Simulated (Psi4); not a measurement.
# UCCSD/def2-SVP run of SiClOF2 (SMILES [O][Si](F)(F)Cl)

What is the vertical doublet–quartet gap of SiClOF2 at UCCSD/def2-SVP? 

The results are computed with Psi4 1.11.

2 further runs of the same task are left out: 2 set aside as unsound or not needed.

### Step 1. The molecule

SiClOF2: 5 atoms, total charge 0, spin state doublet. SMILES: `[O][Si](F)(F)Cl`. Geometry: relaxed at PBE0-D4/def2-TZVP.

Bond lengths: O1–Si2 1.641 Å, Si2–F3 1.569 Å, Si2–F4 1.569 Å, Si2–Cl5 2.005 Å. Angles: O1–Si2–F3 112.3°, O1–Si2–F4 112.3°, O1–Si2–Cl5 102.8°, F3–Si2–F4 106.3°, F3–Si2–Cl5 111.7°, F4–Si2–Cl5 111.7°.

### Step 2. A single-point energy at UCCSD/def2-SVP

File job.py:

```python
import psi4

psi4.set_memory(2200000000)
psi4.set_num_threads(1)
psi4.set_output_file('run.log', False)

m = psi4.geometry("""
0 2
O
Si 1 1.641182
F 2 1.569163 1 112.25019
F 2 1.568974 3 106.34931 1 123.1188
Cl 2 2.00531 4 111.69319 3 -122.08272
symmetry c1
no_reorient
no_com
""")

psi4.set_options({
    'reference': 'uhf',
    'puream': True,
    'e_convergence': 1e-09,
    'd_convergence': 1e-08,
    'scf_type': 'pk',
    'num_frozen_docc': 13,
    'maxiter': 100,
})

e_tot = psi4.energy("ccsd/def2-SVP", molecule=m)
print(f'total energy {e_tot:.8f} hartree = {e_tot * 27.211386:.5f} eV')
```

Started as:

```
$ python job.py
```

run.log:

```text
[...]
  Running in c1 symmetry.
[...]
  Nuclear repulsion =  309.297084517548797
[...]
  Multiplicity = 2
[...]
  Nalpha       = 29
  Nbeta        = 28
[...]
    Number of basis functions: 78
[...]
   @UHF iter   1: -1021.54463712751169   -7.01808e-01   8.58112e-03 ADIIS/DIIS
[...]
   @UHF iter  19: -1021.87838951034178   -1.13687e-12   6.66912e-09 DIIS
[...]
   @S^2 Observed:                7.550293521E-01
[...]
    Orbital Energies [Eh]
    ---------------------
    Alpha Occupied:
       1A   -104.831779     2A    -68.934661     3A    -26.330616
       4A    -26.330558     5A    -20.664559     6A    -10.597007
       7A     -8.071829     8A     -8.069057     9A     -8.068610
      10A     -6.290181    11A     -4.403286    12A     -4.403177
      13A     -4.402347    14A     -1.630506    15A     -1.607015
      16A     -1.402033    17A     -1.144952    18A     -0.827806
      19A     -0.764186    20A     -0.744768    21A     -0.741027
      22A     -0.709749    23A     -0.705122    24A     -0.686449
      25A     -0.663131    26A     -0.606419    27A     -0.587770
      28A     -0.512115    29A     -0.511637
    Alpha Virtual:
[...]
  @UHF Final Energy: -1021.87838951034178
   => Energetics <=
    Nuclear Repulsion Energy =            309.2970845175487966
    One-Electron Energy =               -2032.8642406997548733
    Two-Electron Energy =                 701.6887666718641867
    Total Energy =                      -1021.8783895103417763
  UHF NO Occupations:
  HONO-2 :   27  A 1.9995118
  HONO-1 :   28  A 1.9985824
[...]
 Multipole Moments:
 ------------------------------------------------------------------------------------
     Multipole            Electronic (a.u.)      Nuclear  (a.u.)        Total (a.u.)
 ------------------------------------------------------------------------------------
 L = 1.  Multiply by 2.5417464519 to convert [e a0] to [Debye]
 Dipole X            :         -0.3798608            0.4763844            0.0965235
 Dipole Y            :         -0.2201805            0.2766153            0.0564349
 Dipole Z            :          1.3307464           -1.2539002            0.0768462
 Magnitude           :                                                    0.1356725
[...]
      * MP2 total energy                      = -1022.600652707454515
[...]
      * CCSD total energy                     = -1022.628749513849471
```

On the terminal:

```text
total energy -1022.62874951 hartree = -27827.14564 eV
```

Run time: 56 s. Hardware: 1 thread of Intel Xeon Platinum 8259CL at 2.50GHz (Skylake/Cascade Lake), shared host; peak memory 0.4 GiB.

### Step 3. The quartet at the same level

File run_ase.py:

```python
import numpy as np
from ase.calculators.psi4 import Psi4
from ase import Atoms

atoms = Atoms(['O', 'Si', 'F', 'F', 'Cl'], positions=[
    [-0.173100, 0.048700, 1.622400],
    [0.071000, -0.092200, 0.005600],
    [-0.374600, -1.493300, -0.542700],
    [1.581700, 0.074400, -0.383900],
    [-1.055100, 1.388700, -0.742800],
])
calc = Psi4(atoms=atoms, method='ccsd', basis='def2-SVP', memory='2200MB', num_threads=1, charge=0, multiplicity=4, label='psi4-calc', reference='uhf')
calc.psi4.set_options({'puream': True, 'e_convergence': 1e-09, 'd_convergence': 1e-08, 'scf_type': 'pk', 'num_frozen_docc': 13, 'maxiter': 100})
atoms.calc = calc

print(f'energy: {atoms.get_potential_energy():.6f} eV')
```

Started as:

```
$ python run_ase.py
```

psi4-calc.dat:

```text
[...]
  Running in c1 symmetry.
[...]
  Nuclear repulsion =  309.297036644550076
[...]
  Multiplicity = 4
[...]
  Nalpha       = 30
  Nbeta        = 27
[...]
    Number of basis functions: 78
[...]
   @UHF iter   1: -1020.96444461981537   -1.21617e-01   1.03946e-02 DIIS/ADIIS
[...]
   @UHF iter  25: -1021.53342796646632   -8.86757e-12   8.04458e-09 DIIS
[...]
   @S^2 Observed:                3.762292367E+00
[...]
    Orbital Energies [Eh]
    ---------------------
    Alpha Occupied:
       1A   -104.824262     2A    -68.904084     3A    -26.290801
       4A    -26.290732     5A    -20.904729     6A    -10.590641
       7A     -8.066414     8A     -8.062103     9A     -8.061465
      10A     -6.269557    11A     -4.380794    12A     -4.376310
      13A     -4.375245    14A     -1.665429    15A     -1.598526
      16A     -1.578790    17A     -1.148719    18A     -0.927224
      19A     -0.927186    20A     -0.918365    21A     -0.783530
      22A     -0.732289    23A     -0.700953    24A     -0.696075
      25A     -0.669445    26A     -0.646704    27A     -0.599180
      28A     -0.515379    29A     -0.508127    30A     -0.130213
    Alpha Virtual:
[...]
  @UHF Final Energy: -1021.53342796646632
   => Energetics <=
    Nuclear Repulsion Energy =            309.2970366445500758
    One-Electron Energy =               -2032.1311307865305480
    Two-Electron Energy =                 701.3006661755142659
    Total Energy =                      -1021.5334279664663200
  UHF NO Occupations:
  HONO-2 :   28  A 1.0000000
  HONO-1 :   29  A 1.0000000
[...]
 Multipole Moments:
 ------------------------------------------------------------------------------------
     Multipole            Electronic (a.u.)      Nuclear  (a.u.)        Total (a.u.)
 ------------------------------------------------------------------------------------
 L = 1.  Multiply by 2.5417464519 to convert [e a0] to [Debye]
 Dipole X            :         -0.0474848           -0.5221094           -0.5695943
 Dipole Y            :          0.0696379            0.5355367            0.6051746
 Dipole Z            :         -0.0971210            1.1473129            1.0501919
 Magnitude           :                                                    1.3392449
[...]
      * MP2 total energy                      = -1022.234779469496857
[...]
      * CCSD total energy                     = -1022.272972258220307
```

The script printed:

```text
energy: -27817.464470 eV
```

Wall time 93 s (1 thread of Intel Xeon Platinum 8259CL at 2.50GHz (Skylake/Cascade Lake), shared host); peak memory 0.41 GiB.

### Step 4. Summary of results

At UCCSD/def2-SVP, 13 core orbitals frozen:

| quantity | value |
| --- | --- |
| doublet: total energy | -1022.62875 Eh |
| doublet: HOMO energy (Hartree–Fock orbitals) (highest over α and β) | -13.87 eV |
| doublet: LUMO energy (Hartree–Fock orbitals) (lowest over α and β) | 0.61 eV |
| doublet: correlation energy (13 core orbitals frozen) | -750.4 mEh |
| doublet: ⟨S²⟩ of the reference determinant | 0.755 |
| doublet: T1 diagnostic | 0.019 |
| quartet: total energy | -1022.27297 Eh |
| quartet: HOMO energy (Hartree–Fock orbitals) (highest over α and β) | -3.54 eV |
| quartet: LUMO energy (Hartree–Fock orbitals) (lowest over α and β) | -2.39 eV |
| quartet: correlation energy (13 core orbitals frozen) | -739.5 mEh |
| quartet: ⟨S²⟩ of the reference determinant | 3.762 |
| quartet: T1 diagnostic | 0.062 |
| vertical energy of the quartet above the doublet | 9.681 eV |

**Reading.** At this shape the quartet lies 9.68 eV (934 kJ/mol) above the doublet. The T1 diagnostic (quartet) of 0.062 is above the customary mark for such species, so a single reference may not serve.
